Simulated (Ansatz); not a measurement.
# CsLi3O2: the cost of one run

Program: Ansatz 0.2.0. Level of theory: DFT PBE, scalar-relativistic, plane waves, PAW. These are calculated values, not measurements.

**1. The structure to begin with**

It takes space group P-6m2 (No. 187, hexagonal). Conventional cell: a = 7.346 Å, b = 7.346 Å, c = 4.703 Å, α = 90.00°, β = 90.00°, γ = 120.00°. Around Cs (site symmetry -6m2) lie 2 O at 2.35 Å. Around Li (site symmetry mm2) lie 1 O at 1.69 Å. O (site symmetry -6m2) is surrounded by 3 Li at 1.69 Å. Around O (site symmetry -6m2) lie 2 Cs at 2.35 Å.

As a file:

```cif
data_structure
_symmetry_space_group_name_H-M 'P-6m2'
_symmetry_Int_Tables_number 187
_cell_length_a 7.3461
_cell_length_b 7.3461
_cell_length_c 4.7030
_cell_angle_alpha 90.000
_cell_angle_beta 90.000
_cell_angle_gamma 120.000
_cell_volume 219.80
loop_
_atom_site_label
_atom_site_type_symbol
_atom_site_symmetry_multiplicity
_atom_site_Wyckoff_symbol
_atom_site_fract_x
_atom_site_fract_y
_atom_site_fract_z
_atom_site_occupancy
Cs1 Cs 1 b 0.00000 0.00000 0.50000 1
Li1 Li 3 k 0.53412 0.46588 0.50000 1
O1 O 1 f 0.66667 0.33333 0.50000 1
O2 O 1 a 0.00000 0.00000 0.00000 1
```

The cell was relaxed beforehand at this level, from a generated guess; it is a trial structure. At a tolerance of 0.05 Å it has space group P-6m2 (No. 187); it has 36.63 Å³/atom, an uncorrected energy of -0.57 eV/atom over the elements.

**2. Bands, states and charges**

Contents of input.yaml:

```yaml
crystal:
  lattice:
    - [7.3461088346, 0.0, 0.0]
    - [-3.6730544173, 6.3619168697, 0.0]
    - [0.0, 0.0, 4.7030486234]
  atoms:
    - { symbol: Cs, position: [0.0, 0.0, 0.5] }
    - { symbol: Li, position: [0.5341205391, 0.4658794609, 0.5] }
    - { symbol: Li, position: [0.5341205391, 0.0682410781, 0.5] }
    - { symbol: Li, position: [0.9317589219, 0.4658794609, 0.5] }
    - { symbol: O, position: [0.6666666667, 0.3333333333, 0.5] }
    - { symbol: O, position: [0.0, 0.0, 0.0] }
basis:
  ecutwfc: 420
kpoints:
  mp_grid: { grid: [6, 6, 8] }
  band_path:
    path:
      - [[0.0, 0.0, 0.0], [0.5, 0.0, 0.0], [0.33333333, 0.33333333, 0.0], [0.0, 0.0, 0.0], [0.0, 0.0, 0.5], [0.5, 0.0, 0.5], [0.33333333, 0.33333333, 0.5], [0.0, 0.0, 0.5]]
      - [[0.5, 0.0, 0.5], [0.5, 0.0, 0.0]]
      - [[0.33333333, 0.33333333, 0.5], [0.33333333, 0.33333333, 0.0]]
    npoints: 14
hamiltonian:
  xc: pbe
scf:
  occupations: { method: gaussian, width: 0.1 }
  n_extra_bands: 15
output:
  forces: true
  stress: true
  eigenvalues: true
  populations: true
  dos: { projected: true, de: 0.02, nscf_kmesh: { grid: [8, 8, 10] } }
  bader: true
  write_density: true
  write_potential: true
  elf: true
  volumetric_format: npy
```

The run is started by

```console
$ ansatz run input.yaml --threads 1 --pin off --max-ram 2560MiB --backend cpu --events-out ev --progress --plain --runs-dir out
```

Q: Estimate wall time and peak memory on 1 thread of Arm Neoverse N1, shared host.

About 4 min, with a peak of 0.75 GiB.
